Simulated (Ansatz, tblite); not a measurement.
# Sn30H36 off sphere (Sn₃₀H₃₆): a ladder of methods and basis sets

How do method and basis change the picture of Sn30H36 off sphere (Sn₃₀H₃₆) (singlet)?

Method: as each input shows; program: Ansatz 0.2.0, Gaussian basis.

Levels to be run: GFN1-xTB, GFN2-xTB, PBE-D4/def2-SVP, r2SCAN-D4/def2-SVP, B97M-V/def2-SVP, r2SCAN-D4/def2-mTZVP, MP2/def2-SVP.

2 further runs of the same task are left out: 1 for a known fault of the program, 1 set aside as unsound or not needed. Runs told in other sessions of the task aren't counted.

### 1 The structure

The singlet was relaxed beforehand with PBE-D4/def2-SVP.

66 atoms, charge 0, spin multiplicity 1.

Bond lengths: Sn1–Sn15 2.823 Å, Sn1–Sn17 2.816 Å, Sn1–H31 1.740 Å, Sn1–H32 1.737 Å, Sn2–Sn16 2.822 Å, Sn2–Sn18 2.819 Å, Sn2–H33 1.740 Å, Sn2–H34 1.737 Å, Sn3–Sn15 2.824 Å, Sn3–Sn20 2.819 Å, Sn3–Sn21 2.820 Å, Sn3–H35 1.746 Å, Sn4–Sn19 2.824 Å, Sn4–Sn20 2.822 Å, Sn4–Sn22 2.824 Å, Sn4–H36 1.746 Å, Sn5–Sn16 2.826 Å, Sn5–Sn23 2.819 Å and more. Angles: Sn15–Sn1–Sn17 111.5°, Sn15–Sn1–H31 109.1°, Sn15–Sn1–H32 110.1°, Sn17–Sn1–H31 109.8°, Sn17–Sn1–H32 108.9°, H31–Sn1–H32 107.3°, Sn16–Sn2–Sn18 108.5°, Sn16–Sn2–H33 109.1°, Sn16–Sn2–H34 111.1°, Sn18–Sn2–H33 109.4°, Sn18–Sn2–H34 111.3°, H33–Sn2–H34 107.4°, Sn15–Sn3–Sn20 110.8°, Sn15–Sn3–Sn21 109.5°, Sn15–Sn3–H35 109.0°, Sn20–Sn3–Sn21 108.2°, Sn20–Sn3–H35 109.9°, Sn21–Sn3–H35 109.4° and more.

Sn takes a core potential in the def2 sets. No spin-orbit coupling is included.

PBE0-D4/def2-SVP was run before; its log isn't repeated, and its numbers join the tables.

### 2 GFN1-xTB

Tight binding, by tblite at 300 K electronic temperature and without a spin-polarisation term:

```python
tblite.interface.Calculator('GFN1-xTB', numbers, positions, charge=0, uhf=0).singlepoint()
```

Energy -2595.1805 eV, HOMO -10.35 eV, LUMO -9.31 eV; 0.88 s.

### 3 GFN2-xTB

Tight binding, by tblite at 300 K electronic temperature and without a spin-polarisation term:

```python
tblite.interface.Calculator('GFN2-xTB', numbers, positions, charge=0, uhf=0).singlepoint()
```

Energy -2238.2519 eV, HOMO -10.75 eV, LUMO -10.14 eV; 2.6 s.

### 4 PBE-D4/def2-SVP

start.molden holds the orbitals of an earlier run on this state, given as this run's starting guess.

File in.yaml:

```yaml
crystal:
  periodic: [false, false, false]
  atoms:
    - {symbol: Sn, position_ang: [-5.037734, -1.588576, 2.167834]}
    - {symbol: Sn, position_ang: [-5.064438, 1.867650, -1.348094]}
    - {symbol: Sn, position_ang: [-1.757390, -4.799503, 2.010696]}
    - {symbol: Sn, position_ang: [1.470123, -4.761310, -1.238371]}
    - {symbol: Sn, position_ang: [-1.753647, 1.760718, -4.516241]}
    - {symbol: Sn, position_ang: [1.465988, -1.467698, -4.513792]}
    - {symbol: Sn, position_ang: [-1.792919, -1.475738, -1.218201]}
    - {symbol: Sn, position_ang: [-1.820017, 1.825484, 2.005599]}
    - {symbol: Sn, position_ang: [1.471008, -1.474977, 2.043038]}
    - {symbol: Sn, position_ang: [1.481287, 1.791332, -1.215910]}
    - {symbol: Sn, position_ang: [-1.866051, 5.066355, -1.347633]}
    - {symbol: Sn, position_ang: [1.599453, 5.041794, 2.158321]}
    - {symbol: Sn, position_ang: [4.758238, -1.477817, -1.235146]}
    - {symbol: Sn, position_ang: [4.801306, 1.745712, 2.018158]}
    - {symbol: Sn, position_ang: [-3.394906, -3.110372, 0.449088]}
    - {symbol: Sn, position_ang: [-3.404289, 0.165516, -2.867548]}
    - {symbol: Sn, position_ang: [-3.535613, 0.284358, 3.639312]}
    - {symbol: Sn, position_ang: [-3.434125, 3.435597, 0.334288]}
    - {symbol: Sn, position_ang: [-0.141052, -3.094998, -2.852351]}
    - {symbol: Sn, position_ang: [-0.145538, -6.426892, 0.367693]}
    - {symbol: Sn, position_ang: [-0.065040, -3.234501, 3.635137]}
    - {symbol: Sn, position_ang: [3.082989, -3.089939, 0.368385]}
    - {symbol: Sn, position_ang: [-0.143562, 0.147289, -6.175319]}
    - {symbol: Sn, position_ang: [-0.159145, 3.407249, -2.862139]}
    - {symbol: Sn, position_ang: [3.095454, 0.136209, -2.851527]}
    - {symbol: Sn, position_ang: [-0.164924, 0.165991, 0.416255]}
    - {symbol: Sn, position_ang: [-0.277327, 3.546439, 3.632285]}
    - {symbol: Sn, position_ang: [3.229437, 0.057659, 3.640605]}
    - {symbol: Sn, position_ang: [3.121601, 3.388161, 0.451161]}
    - {symbol: Sn, position_ang: [6.425871, 0.135293, 0.371863]}
    - {symbol: H, position_ang: [-5.871903, -2.660877, 3.255800]}
    - {symbol: H, position_ang: [-6.245100, -0.744919, 1.247691]}
    - {symbol: H, position_ang: [-5.951901, 2.907756, -2.424239]}
    - {symbol: H, position_ang: [-6.224234, 0.956095, -0.431834]}
    - {symbol: H, position_ang: [-2.771683, -5.796752, 3.022989]}
    - {symbol: H, position_ang: [2.498164, -5.727925, -2.266516]}
    - {symbol: H, position_ang: [-2.776318, 2.785026, -5.494392]}
    - {symbol: H, position_ang: [2.494573, -2.496480, -5.480165]}
    - {symbol: H, position_ang: [-2.905277, 5.948902, -2.428683]}
    - {symbol: H, position_ang: [-0.958710, 6.229521, -0.431324]}
    - {symbol: H, position_ang: [0.759285, 6.245428, 1.229938]}
    - {symbol: H, position_ang: [2.669334, 5.880745, 3.245069]}
    - {symbol: H, position_ang: [5.725338, -2.506267, -2.262545]}
    - {symbol: H, position_ang: [5.800416, 2.757659, 3.030917]}
    - {symbol: H, position_ang: [-4.409243, -4.105822, -0.565427]}
    - {symbol: H, position_ang: [-4.382367, -0.869403, -3.877874]}
    - {symbol: H, position_ang: [-4.607939, 1.358953, 4.489939]}
    - {symbol: H, position_ang: [-2.595245, -0.553333, 4.835752]}
    - {symbol: H, position_ang: [-4.438215, 4.440700, 1.348553]}
    - {symbol: H, position_ang: [-1.181371, -4.081276, -3.850466]}
    - {symbol: H, position_ang: [-1.136804, -7.447043, -0.631328]}
    - {symbol: H, position_ang: [0.846121, -7.470473, 1.342968]}
    - {symbol: H, position_ang: [1.028236, -4.271588, 4.505739]}
    - {symbol: H, position_ang: [-0.982177, -2.348658, 4.815481]}
    - {symbol: H, position_ang: [4.078640, -4.089196, 1.399351]}
    - {symbol: H, position_ang: [-1.134865, -0.840582, -7.207257]}
    - {symbol: H, position_ang: [0.848662, 1.136427, -7.205053]}
    - {symbol: H, position_ang: [0.876535, 4.386152, -3.871014]}
    - {symbol: H, position_ang: [4.084708, 1.174382, -3.849018]}
    - {symbol: H, position_ang: [0.558024, 2.609198, 4.832881]}
    - {symbol: H, position_ang: [-1.351127, 4.622607, 4.478828]}
    - {symbol: H, position_ang: [2.340902, 0.978143, 4.816274]}
    - {symbol: H, position_ang: [4.261222, -1.036379, 4.516499]}
    - {symbol: H, position_ang: [4.124011, 4.394243, -0.564944]}
    - {symbol: H, position_ang: [7.473091, -0.856897, 1.342558]}
    - {symbol: H, position_ang: [7.441381, 1.129648, -0.628895]}
basis:
  gaussian: {orbitals: def2-SVP, fitting: {mean_field: def2-universal-jkfit}, initial_orbitals: start.molden}
hamiltonian: {xc: pbe, dispersion: d4}
scf: {omitted_lower_state_checks: [starts]}
output: {forces: true, orbitals: {seedname: orbitals}}
```

Run with:

```console
$ ansatz run in.yaml --threads 11 --pin off --events-out ev --progress --plain --max-ram 174080MiB --backend cuda --devices 0, --max-vram 75GiB
```

Further steps of the session: r2SCAN-D4/def2-SVP; B97M-V/def2-SVP; r2SCAN-D4/def2-mTZVP; MP2/def2-SVP.

Before running them: what should the planned runs give, taken together? Wanted: gap in def2-SVP, named functionals, smallest and largest; correlation energy, MP2/def2-SVP; binding an atom, functionals in def2-SVP.

As calculated:

| quantity | value |
| --- | --- |
| gap in def2-SVP, named functionals, smallest and largest | 2.61 eV (PBE-D4), 4.08 eV (PBE0-D4) |
| correlation energy, MP2/def2-SVP | -91.80 eV |
| binding an atom, functionals in def2-SVP | 2.50 (r2SCAN-D4) to 2.57 eV (B97M-V) |

**Reading.** Over the named functionals in def2-SVP the gap runs from 2.61 eV (PBE-D4) to 4.08 eV (PBE0-D4); exact exchange widens it.
